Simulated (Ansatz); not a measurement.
# GeH₃Br + NH₃: a complex and its separated parts, part 2 of 2

Ansatz 0.2.0, Gaussian basis. Earlier steps stand in the parts before.

### 13 CAM-B3LYP-D4/def2-TZVPP

The inputs:

parta/in.yaml

```yaml
crystal:
  periodic: [false, false, false]
  atoms:
    - {symbol: Ge, position_ang: [-0.389092, 0.376873, -1.494240]}
    - {symbol: Br, position_ang: [1.650373, 1.295791, -0.920979]}
    - {symbol: H, position_ang: [-0.254708, -1.142871, -1.358276]}
    - {symbol: H, position_ang: [-1.428995, 0.941386, -0.521566]}
    - {symbol: H, position_ang: [-0.683820, 0.790918, -2.939266]}
basis:
  gaussian: {orbitals: def2-TZVPP}
hamiltonian: {xc: {name: CAM-B3LYP}, dispersion: d4}
```

partb/in.yaml

```yaml
crystal:
  periodic: [false, false, false]
  atoms:
    - {symbol: H, position_ang: [1.009532, -1.060180, 1.475445]}
    - {symbol: N, position_ang: [0.143769, -0.542117, 1.561183]}
    - {symbol: H, position_ang: [-0.423650, -1.023203, 2.248116]}
    - {symbol: H, position_ang: [0.376592, 0.363502, 1.949685]}
basis:
  gaussian: {orbitals: def2-TZVPP}
hamiltonian: {xc: {name: CAM-B3LYP}, dispersion: d4}
```

Each run has its own folder and the same command.

Launch:

```bash
> ansatz run in.yaml --threads 4 --pin off --events-out ev --progress --plain --max-ram 9574MiB
```

parta printed (excerpt; [...] marks lines left out):

```text
Functional definition: CAM-B3LYP
  name "CAM-B3LYP"
  cite "Yanai, Tew & Handy, Chem. Phys. Lett. 393, 51 (2004) doi:10.1016/j.cplett.2004.06.011"
  cite "Iikura, Tsuneda, Yanai & Hirao, J. Chem. Phys. 115, 3540 (2001) doi:10.1063/1.1383587"
  cite "Becke, Phys. Rev. A 38, 3098 (1988) doi:10.1103/PhysRevA.38.3098"
  cite "Lee, Yang & Parr, Phys. Rev. B 37, 785 (1988) doi:10.1103/PhysRevB.37.785"
[...]
979 factors; their error is unknown
203 factors; integrals over basis functions are off by at most 4.3e-5 eV
[...]
mean field -126621.06371142 eV, -4653.2382645549 hartree, gradient 8.3e-5 eV, S^2 0.000000; 0 other end points of the search recorded, 0 dependent functions left out
reference -126621.06382476 eV, -4653.2382687204 hartree; 35, 35 occupied and 103, 103 virtual orbitals, 979 factors
Total energy: -126621.13341952 eV, -4653.2408262804 hartree
```

partb printed (excerpt; [...] marks lines left out):

```text
[... 6 set-up lines as earlier in the session ...]
[...]
  # Exact exchange under (alpha + beta erf(omega r))/r, Becke's under what is left of 1/r.
[...]
332 factors; their error is unknown
102 factors; integrals over basis functions are off by at most 1.4e-5 eV
[...]
mean field -1539.00932425 eV, -56.5575494882 hartree, gradient 6.3e-5 eV, S^2 0.000000; 0 other end points of the search recorded, 0 dependent functions left out
reference -1539.00939234 eV, -56.5575519905 hartree; 5, 5 occupied and 68, 68 virtual orbitals, 332 factors
Total energy: -1539.01811711 eV, -56.5578726199 hartree
```

Wall times: 1.4 s (parta), 0.25 s (partb) on 4 threads of Arm Neoverse V1, shared host.

### 14 wB97X-V/def2-TZVPP

The same edit goes into each in.yaml of step 13 (parta, partb):

```diff
-hamiltonian: {xc: {name: CAM-B3LYP}, dispersion: d4}
+hamiltonian: {xc: {name: wB97X-V}}
```

Each run has its own folder and the same command.

Launch:

```bash
> ansatz run in.yaml --threads 4 --pin off --events-out ev --progress --plain --max-ram 9574MiB
```

parta printed (excerpt; [...] marks lines left out):

```text
Functional definition: wB97X-V
  name "wB97X-V"
  cite "Mardirossian & Head-Gordon, Phys. Chem. Chem. Phys. 16, 9904 (2014) doi:10.1039/C3CP54374A"
[... 2 set-up lines as earlier in the session ...]
[...]
      + integral(e_c_pw_opposite_spin*poly(b97_u_opposite, cos0, cos1)) + vv10(b, c)
979 factors; their error is unknown
175 factors; integrals over basis functions are off by at most 6.4e-5 eV
[...]
mean field -126602.82661004 eV, -4652.5680634409 hartree, gradient 6.5e-5 eV, S^2 0.000000; 0 other end points of the search recorded, 0 dependent functions left out
reference -126602.82660846 eV, -4652.5680633827 hartree; 35, 35 occupied and 103, 103 virtual orbitals, 979 factors
Total energy: -126602.82660846 eV, -4652.5680633827 hartree
```

Log of partb (excerpt; [...] marks lines left out):

```text
[... 5 set-up lines as earlier in the session ...]
[...]
      + integral(e_c_pw_opposite_spin*poly(b97_u_opposite, cos0, cos1)) + vv10(b, c)
332 factors; their error is unknown
93 factors; integrals over basis functions are off by at most 7.9e-6 eV
[...]
mean field -1539.14323497 eV, -56.5624706163 hartree, gradient 1.3e-5 eV, S^2 0.000000; 0 other end points of the search recorded, 0 dependent functions left out
reference -1539.14323387 eV, -56.5624705759 hartree; 5, 5 occupied and 68, 68 virtual orbitals, 332 factors
Total energy: -1539.14323387 eV, -56.5624705759 hartree
```

Times: 3.2 s (parta), 0.55 s (partb) on 4 threads of Arm Neoverse V1, shared host.

### 15 wB97M-V/def2-TZVPP

The same edit goes into each in.yaml of step 14 (parta, partb):

```diff
-hamiltonian: {xc: {name: wB97X-V}}
+hamiltonian: {xc: {name: wB97M-V}}
```

One command serves all of them, each in its own folder.

Launch:

```bash
> ansatz run in.yaml --threads 4 --pin off --events-out ev --progress --plain --max-ram 9574MiB
```

Output in parta (excerpt; [...] marks lines left out):

```text
Functional definition: wB97M-V
  name "wB97M-V"
  cite "Mardirossian & Head-Gordon, J. Chem. Phys. 144, 214110 (2016) doi:10.1063/1.4952647"
[... 2 set-up lines as earlier in the session ...]
  # Of w^i u^j: cxij and so on, Table III.
[...]
  gx(w, u) = 1 - cx + cx01*u + cx10*w
[...]
      + integral(e_c_pw_mod_opposite_spin*gos(b97_w_opposite, b97_u_opposite)) + vv10(b, c)
971 factors; their error is unknown
175 factors; integrals over basis functions are off by at most 6.4e-5 eV
[...]
mean field -126606.99574309 eV, -4652.7212762544 hartree, gradient 5.4e-5 eV, S^2 0.000000; 0 other end points of the search recorded, 0 dependent functions left out
reference -126606.99578136 eV, -4652.7212776612 hartree; 35, 35 occupied and 103, 103 virtual orbitals, 971 factors
Total energy: -126606.99578136 eV, -4652.7212776612 hartree
```

partb printed (excerpt; [...] marks lines left out):

```text
[... 5 set-up lines as earlier in the session ...]
  # Of w^i u^j: cxij and so on, Table III.
[...]
  gx(w, u) = 1 - cx + cx01*u + cx10*w
[...]
      + integral(e_c_pw_mod_opposite_spin*gos(b97_w_opposite, b97_u_opposite)) + vv10(b, c)
332 factors; their error is unknown
93 factors; integrals over basis functions are off by at most 7.9e-6 eV
[...]
mean field -1538.84210969 eV, -56.5514044663 hartree, gradient 5.4e-5 eV, S^2 0.000000; 0 other end points of the search recorded, 0 dependent functions left out
reference -1538.84213656 eV, -56.5514054539 hartree; 5, 5 occupied and 68, 68 virtual orbitals, 332 factors
Total energy: -1538.84213656 eV, -56.5514054539 hartree
```

They took 4.4 s (parta), 0.6 s (partb) on 4 threads of Arm Neoverse V1, shared host.

### 16 B2PLYP/def2-TZVPP

Each input of step 15 (parta, partb) changes in the same lines:

```diff
-hamiltonian: {xc: {name: wB97M-V}}
+hamiltonian: {xc: {name: B2PLYP}}
```

Each run has its own folder and the same command.

Launch:

```bash
> ansatz run in.yaml --threads 4 --pin off --events-out ev --progress --plain --max-ram 9574MiB
```

parta printed (excerpt; [...] marks lines left out):

```text
Functional definition: B2PLYP
  name "B2PLYP"
  cite "Grimme, J. Chem. Phys. 124, 034108 (2006) doi:10.1063/1.2148954"
[... 2 set-up lines as earlier in the session ...]
[...]
872 factors; integrals over basis functions are off by at most 1.2e-3 eV
[...]
mean field -126589.08840708 eV, -4652.0631937944 hartree, gradient 4.2e-6 eV, S^2 0.000000; 0 other end points of the search recorded, 0 dependent functions left out
18 core orbitals not correlated: weight in the atoms' cores, before any rotation towards them, 1.000 or more for the frozen orbitals, at most 0.000 for the correlated occupied ones
reference -126589.08855520 eV, -4652.0631992376 hartree; 17, 17 occupied and 103, 103 virtual orbitals, 872 factors
second order -17.57841858 eV of doubles, -0.00000000 eV of singles
Total energy: -126593.83472822 eV, -4652.2376178790 hartree
```

partb printed (excerpt; [...] marks lines left out):

```text
[... 5 set-up lines as earlier in the session ...]
[...]
416 factors; integrals over basis functions are off by at most 9.4e-4 eV
[...]
mean field -1536.38013232 eV, -56.4609284670 hartree, gradient 8.3e-6 eV, S^2 0.000000; 0 other end points of the search recorded, 0 dependent functions left out
1 core orbitals not correlated: weight in the atoms' cores, before any rotation towards them, 1.000 or more for the frozen orbitals, at most 0.000 for the correlated occupied ones
reference -1536.38022255 eV, -56.4609317828 hartree; 4, 4 occupied and 68, 68 virtual orbitals, 416 factors
second order -7.62099948 eV of doubles, -0.00000000 eV of singles
Total energy: -1538.43789241 eV, -56.5365497554 hartree
```

They took 2.1 s (parta), 0.3 s (partb) on 4 threads of Arm Neoverse V1, shared host.

### 17 PBE-QIDH/def2-TZVPP

Each input of step 16 (parta, partb) changes in the same lines:

```diff
-hamiltonian: {xc: {name: B2PLYP}}
+hamiltonian: {xc: {name: PBE-QIDH}}
```

The same command starts each run, in its folder.

Launch:

```bash
> ansatz run in.yaml --threads 4 --pin off --events-out ev --progress --plain --max-ram 9574MiB
```

Log of parta (excerpt; [...] marks lines left out):

```text
Functional definition: PBE-QIDH
  name "PBE-QIDH"
  cite "Brémond, Sancho-García, Pérez-Jiménez & Adamo, J. Chem. Phys. 141, 031101 (2014) doi:10.1063/1.4890314"
[... 1 set-up line as earlier in the session ...]
[...]
872 factors; integrals over basis functions are off by at most 1.2e-3 eV
[...]
mean field -126576.36437709 eV, -4651.5955943167 hartree, gradient 7.6e-6 eV, S^2 0.000000; 0 other end points of the search recorded, 0 dependent functions left out
18 core orbitals not correlated: weight in the atoms' cores, before any rotation towards them, 1.000 or more for the frozen orbitals, at most 0.000 for the correlated occupied ones
reference -126576.36438778 eV, -4651.5955947096 hartree; 17, 17 occupied and 103, 103 virtual orbitals, 872 factors
second order -16.39978928 eV of doubles, -0.00000000 eV of singles
Total energy: -126581.83098420 eV, -4651.7964884229 hartree
```

Output in partb (excerpt; [...] marks lines left out):

```text
[... 4 set-up lines as earlier in the session ...]
[...]
416 factors; integrals over basis functions are off by at most 9.4e-4 eV
[...]
mean field -1535.33272636 eV, -56.4224370079 hartree, gradient 2.1e-6 eV, S^2 0.000000; 0 other end points of the search recorded, 0 dependent functions left out
1 core orbitals not correlated: weight in the atoms' cores, before any rotation towards them, 1.000 or more for the frozen orbitals, at most 0.000 for the correlated occupied ones
reference -1535.33273313 eV, -56.4224372565 hartree; 4, 4 occupied and 68, 68 virtual orbitals, 416 factors
second order -7.10227266 eV of doubles, -0.00000000 eV of singles
Total energy: -1537.70015735 eV, -56.5094384919 hartree
```

Times: 2.2 s (parta), 0.3 s (partb) on 4 threads of Arm Neoverse V1, shared host.

### 18 RPA on PBE/def2-TZVPP

Each input of step 17 (parta, partb) changes in the same lines:

```diff
-hamiltonian: {xc: {name: PBE-QIDH}}
+hamiltonian: {xc: pbe}
+correlation: {method: rpa}
```

Each run has its own folder and the same command.

Launch:

```bash
> ansatz run in.yaml --threads 4 --pin off --events-out ev --progress --plain --max-ram 9574MiB
```

Output in parta (excerpt; [...] marks lines left out):

```text
[... 4 set-up lines as earlier in the session ...]
[...]
872 factors; integrals over basis functions are off by at most 1.2e-3 eV
[...]
mean field -126595.04033294 eV, -4652.2819230354 hartree, gradient 3.8e-6 eV, S^2 0.000000; 0 other end points of the search recorded, 0 dependent functions left out
18 core orbitals not correlated: weight in the atoms' cores, before any rotation towards them, 1.000 or more for the frozen orbitals, at most 0.000 for the correlated occupied ones
reference -126520.00360676 eV, -4649.5243742098 hartree; 17, 17 occupied and 103, 103 virtual orbitals, 872 factors
Total energy: -126543.04786840 eV, -4650.3712352051 hartree
```

Output in partb (excerpt; [...] marks lines left out):

```text
[... 4 set-up lines as earlier in the session ...]
[...]
416 factors; integrals over basis functions are off by at most 9.4e-4 eV
[...]
mean field -1537.73150253 eV, -56.5105904062 hartree, gradient 7.1e-6 eV, S^2 0.000000; 0 other end points of the search recorded, 0 dependent functions left out
1 core orbitals not correlated: weight in the atoms' cores, before any rotation towards them, 1.000 or more for the frozen orbitals, at most 0.000 for the correlated occupied ones
reference -1529.64069362 eV, -56.2132586627 hartree; 4, 4 occupied and 68, 68 virtual orbitals, 416 factors
Total energy: -1540.11753031 eV, -56.5982753096 hartree
```

Wall times: 1.6 s (parta), 0.3 s (partb) on 4 threads of Arm Neoverse V1, shared host.

### 19 CCSD(T)/def2-TZVPP

Each input of step 18 (parta, partb) changes in the same lines:

```diff
-hamiltonian: {xc: pbe}
-correlation: {method: rpa}
+correlation: {method: ccsd_t}
```

One command serves all of them, each in its own folder.

Launch:

```bash
> ansatz run in.yaml --threads 4 --pin off --events-out ev --progress --plain --max-ram 9574MiB
```

parta printed (excerpt; [...] marks lines left out):

```text
Functional definition: HF
  name "HF"
  cite "Fock, Z. Phys. 61, 126 (1930) doi:10.1007/BF01340294"
[... 1 set-up line as earlier in the session ...]
[...]
872 factors; integrals over basis functions are off by at most 1.2e-3 eV
[...]
mean field -126521.20882222 eV, -4649.5686650610 hartree, gradient 3.4e-6 eV, S^2 0.000000; 0 other end points of the search recorded, 0 dependent functions left out
18 core orbitals not correlated: weight in the atoms' cores, before any rotation towards them, 1.000 or more for the frozen orbitals, at most 0.000 for the correlated occupied ones
reference -126521.20882222 eV, -4649.5686650610 hartree; 17, 17 occupied and 103, 103 virtual orbitals, 872 factors
second order -14.65520912 eV of doubles, -0.00000000 eV of singles
cycle   1  -14.66815850 eV  change   -1.3e-2 eV  update   8.1e-2
[...]
cycle   8  -15.14692180 eV  change   -2.7e-5 eV  update   1.9e-5
perturbative correction -0.49664449 eV, -0.0182513484 hartree
Total energy: -126536.85238851 eV, -4650.1435555186 hartree
```

partb printed (excerpt; [...] marks lines left out):

```text
[... 4 set-up lines as earlier in the session ...]
[...]
416 factors; integrals over basis functions are off by at most 9.4e-4 eV
[...]
mean field -1529.85252582 eV, -56.2210433527 hartree, gradient 4.1e-6 eV, S^2 0.000000; 0 other end points of the search recorded, 0 dependent functions left out
1 core orbitals not correlated: weight in the atoms' cores, before any rotation towards them, 1.000 or more for the frozen orbitals, at most 0.000 for the correlated occupied ones
reference -1529.85252582 eV, -56.2210433527 hartree; 4, 4 occupied and 68, 68 virtual orbitals, 416 factors
second order -6.38826470 eV of doubles, -0.00000000 eV of singles
cycle   1  -6.57732331 eV  change   -1.9e-1 eV  update   3.9e-2
[...]
cycle   9  -6.72921142 eV  change    3.3e-6 eV  update   2.3e-6
perturbative correction -0.20701646 eV, -0.0076077145 hartree
Total energy: -1536.78875370 eV, -56.4759450257 hartree
```

Wall times: 6 s (parta), 0.35 s (partb) on 4 threads of Arm Neoverse V1, shared host; peak memory 0.58 GiB.

### 20 Vibrations of GeH₃Br

Input file vib-parta/in.yaml:

```yaml
crystal:
  periodic: [false, false, false]
  atoms:
    - {symbol: Ge, position_ang: [-0.389092, 0.376873, -1.494240]}
    - {symbol: Br, position_ang: [1.650373, 1.295791, -0.920979]}
    - {symbol: H, position_ang: [-0.254708, -1.142871, -1.358276]}
    - {symbol: H, position_ang: [-1.428995, 0.941386, -0.521566]}
    - {symbol: H, position_ang: [-0.683820, 0.790918, -2.939266]}
basis:
  gaussian: {orbitals: def2-TZVP}
hamiltonian: {xc: pbe0, dispersion: d4}
phonons: {temperatures: {t_min: 298.15, t_max: 900, t_step: 200}}
```

Launch:

```bash
> ansatz run in.yaml --threads 4 --pin off --events-out ev --progress --plain --max-ram 9574MiB
```

The log of the run (excerpt; [...] marks lines left out):

```text
[... 5 set-up lines as earlier in the session ...]
[...]
946 factors; their error is unknown
[...]
mean field -126599.07699603 eV, -4652.4302676676 hartree, gradient 7.0e-5 eV, S^2 0.000000; 0 other end points of the search recorded, 0 dependent functions left out
[...]
Atom 2 at    -0.254708    -1.142871    -1.358276 Å, force    -0.000391     0.002089    -0.000482 eV/Å
Atom 3 at    -1.428995     0.941386    -0.521566 Å, force     0.001222    -0.000773    -0.001631 eV/Å
Atom 4 at    -0.683820     0.790918    -2.939266 Å, force     0.002533     0.000099     0.003308 eV/Å
Dipole moment:    -0.348398    -0.156932    -0.098041 e Å
Vibrations: 308.94 572.13 572.26 833.01 870.28 870.30 2175.82 2188.21 2188.46 cm⁻¹, zero-point energy 0.655840 eV
```

Wall time 19 s (4 threads of Arm Neoverse V1, shared host).

Wavenumbers and character of the modes:

| mode | wavenumber (cm⁻¹) | character |
| --- | --- | --- |
| 1 | 309 | Ge–Br stretch |
| 2 | 572 | bend |
| 3 | 572 | bend |
| 4 | 833 | bend |
| 5 | 870 | bend |
| 6 | 870 | bend |
| 7 | 2176 | Ge–H stretch |
| 8 | 2188 | Ge–H stretch |
| 9 | 2188 | Ge–H stretch |

Vibrational sums (real modes only):

| T (K) | entropy (J/mol/K) | heat capacity (J/mol/K) |
| --- | --- | --- |
| 298 | 12.0 | 23.2 |
| 498 | 27.8 | 38.2 |
| 698 | 42.3 | 47.9 |
| 898 | 55.3 | 54.8 |

### 21 Vibrations of NH₃

Input file vib-partb/in.yaml:

```yaml
crystal:
  periodic: [false, false, false]
  atoms:
    - {symbol: H, position_ang: [1.009532, -1.060180, 1.475445]}
    - {symbol: N, position_ang: [0.143769, -0.542117, 1.561183]}
    - {symbol: H, position_ang: [-0.423650, -1.023203, 2.248116]}
    - {symbol: H, position_ang: [0.376592, 0.363502, 1.949685]}
basis:
  gaussian: {orbitals: def2-TZVP}
hamiltonian: {xc: pbe0, dispersion: d4}
phonons: {temperatures: {t_min: 298.15, t_max: 900, t_step: 200}}
```

Launch:

```bash
> ansatz run in.yaml --threads 4 --pin off --events-out ev --progress --plain --max-ram 9574MiB
```

The log of the run (excerpt; [...] marks lines left out):

```text
[... 5 set-up lines as earlier in the session ...]
[...]
287 factors; their error is unknown
[...]
mean field -1537.79931158 eV, -56.5130823427 hartree, gradient 1.3e-5 eV, S^2 0.000000; 0 other end points of the search recorded, 0 dependent functions left out
[...]
Atom 1 at     0.143769    -0.542117     1.561183 Å, force    -0.000235     0.000070    -0.000525 eV/Å
Atom 2 at    -0.423650    -1.023203     2.248116 Å, force     0.000071    -0.000032     0.000192 eV/Å
Atom 3 at     0.376592     0.363502     1.949685 Å, force     0.000068     0.000013     0.000177 eV/Å
Dipole moment:     0.166160    -0.029259     0.309600 e Å
Vibrations: 1030.81 1669.53 1669.53 3502.35 3631.47 3631.48 cm⁻¹, zero-point energy 0.938261 eV
```

It took 1.6 s on 4 threads of Arm Neoverse V1, shared host.

The modes, with what each moves most:

| mode | wavenumber (cm⁻¹) | character |
| --- | --- | --- |
| 1 | 1031 | bend |
| 2 | 1670 | bend |
| 3 | 1670 | bend |
| 4 | 3502 | N–H stretch |
| 5 | 3631 | N–H stretch |
| 6 | 3631 | N–H stretch |

Vibrational sums (real modes only):

| T (K) | entropy (J/mol/K) | heat capacity (J/mol/K) |
| --- | --- | --- |
| 298 | 0.4 | 1.8 |
| 498 | 2.6 | 7.4 |
| 698 | 6.0 | 13.4 |
| 898 | 10.0 | 18.8 |

### 22 Complex less separated parts

The complex's own energies come from single points at the same levels.

Rows are in def2-TZVPP; times add the 3 runs of a level on a shared host, so small differences are noise.

Differences are taken before rounding.

| method | rung | complex less parts (kcal/mol) | from CCSD(T) (kcal/mol) | time |
| --- | --- | --- | --- | --- |
| SPW92 | LDA | -5.9 | -2.2 | 1.8 s |
| PBE-D4 | GGA | -4.2 | -0.5 | 2.9 s |
| BLYP-D4 | GGA | -4.0 | -0.3 | 2.9 s |
| r2SCAN-D4 | meta-GGA | -3.8 | -0.1 | 6.4 s |
| B97M-V | meta-GGA | -4.1 | -0.4 | 12 s |
| PBE0-D4 | hybrid | -4.0 | -0.3 | 4.4 s |
| B3LYP-D4 | hybrid | -4.0 | -0.3 | 4.1 s |
| r2SCAN0-D4 | hybrid | -3.9 | -0.2 | 7.5 s |
| BHLYP-D4 | hybrid | -4.2 | -0.5 | 4.2 s |
| CAM-B3LYP-D4 | range-separated hybrid | -4.0 | -0.3 | 4.4 s |
| wB97X-V | range-separated hybrid | -4.0 | -0.3 | 10 s |
| wB97M-V | range-separated hybrid | -4.3 | -0.6 | 14 s |
| B2PLYP | double hybrid | -2.6 | +1.1 | 7.2 s |
| PBE-QIDH | double hybrid | -3.3 | +0.3 | 8 s |
| RPA on PBE | RPA | -3.2 | +0.5 | 6.4 s |
| Hartree-Fock | wavefunction | -1.1 | +2.6 |  |
| MP2 | wavefunction | -3.9 | -0.2 |  |
| CCSD | wavefunction | -3.3 | +0.4 |  |
| CCSD(T) | wavefunction | -3.7 | 0 | 2.6 min |

Among the levels timed on like hardware and quicker than the yardstick, those that no quicker one beats, quickest first: SPW92 (1.8 s, -2.2 kcal/mol); PBE-D4 (2.9 s, -0.5 kcal/mol); BLYP-D4 (2.9 s, -0.3 kcal/mol); CAM-B3LYP-D4 (4.4 s, -0.3 kcal/mol); r2SCAN-D4 (6.4 s, -0.1 kcal/mol).

r2SCAN-D4 reaches 0.1 kcal/mol from the reference in 6.4 s, where CCSD(T) took 2.6 min; the quickest level in the cost chart, SPW92, takes 1.8 s and misses by 2.2 kcal/mol.

The complex's zero-point energy, from a separate PBE0-D4 run, is 1.646 eV.

### 23 Outcome

The summary covers parts 1 to 2.

| quantity | value |
| --- | --- |
| complex less parts, CCSD(T)/def2-TZVPP | -3.7 kcal/mol |
| with zero-point energy | -2.5 kcal/mol |
| largest T1 diagnostic | 0.009 |

What this shows: At CCSD(T) the complex lies 3.7 kcal/mol below its parts. The functionals run from r2SCAN-D4, off by -0.1 kcal/mol, to SPW92, off by -2.2 kcal/mol, against CCSD(T). By rung, the mean size of the error is: LDA 2.2, GGA 0.4, meta-GGA 0.3, hybrid 0.3, range-separated hybrid 0.4, double hybrid 0.7 kcal/mol. The double hybrids carry no dispersion term here, unlike the levels marked D4 or V. PBE-D4 gives a relative energy 0.5 kcal/mol too low, inside chemical accuracy (1 kcal/mol). No counterpoise was applied, and triple zeta lacks some correlation, so the CCSD(T) reference has a basis error of its own, and close matches with it are partly luck.
